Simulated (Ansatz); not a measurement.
**Cd2Si in Ansatz: convergence with ecutrho ratio**

Input of the first run (ecutrho ratio 4); the others differ in this setting and in those tied to it:

File input.yaml:

```yaml
crystal:
  lattice:
    - [0.0, 2.3613173, 7.0944219]
    - [1.74072721, 0.0, 7.0944219]
    - [1.74072721, 2.3613173, 0.0]
  atoms:
    - { symbol: Cd, position: [0.338631, 0.338631, 0.661369] }
    - { symbol: Cd, position: [0.661369, 0.661369, 0.338631] }
    - { symbol: Si, position: [0.0, 0.0, 0.0] }
hamiltonian:
  xc: pbe
  pseudopotentials: { kind: paw }
kpoints:
  mp_grid: { grid: [8, 8, 8] }
scf:
  occupations: { method: cold, width: 0.05 }
output:
  forces: true
  stress: true
  eigenvalues: true
basis:
  ecutrho_ratio: 4
```

Potentials or basis: Ansatz PAW.

Command:

```console
$ ansatz run input.yaml --threads 2 --pin off --max-ram 5632MiB --backend cpu --events-out ev --progress --plain --runs-dir out
```

The cell was built by a generator and needn't be a form met in nature.

Hardware: 2 threads of Arm Neoverse N1 (shared host).

```
ecutrho ratio  energy less the tightest run, at zero smearing (meV/atom)  SCF cycles  CPU time (s)  peak memory (GiB)
            4                                                       0.00           6            10               0.38
            5                                                       0.00           6            10                0.4
            6                                                       0.00           6            11                0.4
            8                                                       0.00           6            11               0.43
           10                                                       0.00           6            11               0.45
           12                                                       0.00           6            11               0.48
```

Against the tightest run, the energy stays within 1 meV/atom from 4 on. The tightest run that finished is the yardstick and may itself not be fully converged.
